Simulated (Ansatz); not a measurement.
# ClH5InNO2: the cost of one run

Method: RKS PBE-D4/def2-SVP, in Ansatz 0.2.0.

## Step 1: Starting point

Bond lengths: In1–Cl2 2.849 Å, In1–O3 1.949 Å, In1–O4 1.957 Å, In1–N6 2.487 Å, O3–H7 0.961 Å, O4–H8 0.956 Å, N6–H9 1.011 Å, N6–H10 1.012 Å. Angles: Cl2–In1–O3 123.3°, Cl2–In1–O4 112.3°, Cl2–In1–N6 67.1°, O3–In1–O4 112.1°, O3–In1–N6 116.9°, O4–In1–N6 118.5°, In1–O3–H7 106.2°, In1–O4–H8 112.3°, In1–N6–H9 117.2°, In1–N6–H10 122.9°, H9–N6–H10 110.3°.

As a file:

```xyz
10

In    0.5254    0.3026   -0.5155
Cl    0.6376   -2.4573    0.1836
O     0.2153    0.9341   -2.3326
O     1.8892    1.3582    0.4097
H    -0.7954   -1.6044    0.7335
N    -1.4663   -0.4521    0.7690
H     0.8203    1.6683   -2.4684
H     2.1553    0.9622    1.2381
H    -2.3345   -0.5469    0.2605
H    -1.6468   -0.1647    1.7221
```

## Step 2: Pulling towards end A

Springs on the bonds that form and break draw the guess towards this end; the thresholds are loose.

Input file input.yaml:

```yaml
crystal:
  periodic: [false, false, false]
  atoms:
    - { symbol: In, position_ang: [0.5254, 0.3026, -0.5155] }
    - { symbol: Cl, position_ang: [0.6376, -2.4573, 0.1836] }
    - { symbol: O, position_ang: [0.2153, 0.9341, -2.3326] }
    - { symbol: O, position_ang: [1.8892, 1.3582, 0.4097] }
    - { symbol: H, position_ang: [-0.7954, -1.6044, 0.7335] }
    - { symbol: "N", position_ang: [-1.4663, -0.4521, 0.769] }
    - { symbol: H, position_ang: [0.8203, 1.6683, -2.4684] }
    - { symbol: H, position_ang: [2.1553, 0.9622, 1.2381] }
    - { symbol: H, position_ang: [-2.3345, -0.5469, 0.2605] }
    - { symbol: H, position_ang: [-1.6468, -0.1647, 1.7221] }
basis:
  gaussian: { orbitals: def2-SVP }
hamiltonian:
  xc: pbe
  dispersion: d4
relax:
  f_tol: 0.15
  max_steps: 25
  restrain:
    - { distance: [0, 5], at: 3.43, k: 30.0 }
    - { distance: [4, 1], at: 2.63, k: 30.0 }
    - { distance: [0, 1], at: 2.44, k: 30.0 }
    - { distance: [4, 5], at: 1.02, k: 30.0 }
output:
  orbitals: {}
```

Started as:

```console
> ansatz run input.yaml --threads 2 --pin off --max-ram 3072MiB --backend cpu --events-out ev --progress --plain --runs-dir out
```

**Question.** How long does this run take on 2 threads of Intel Xeon 6975P-C (Granite Rapids), shared host, and how much memory does it need?

About 12 s, with a peak of 0.17 GiB.
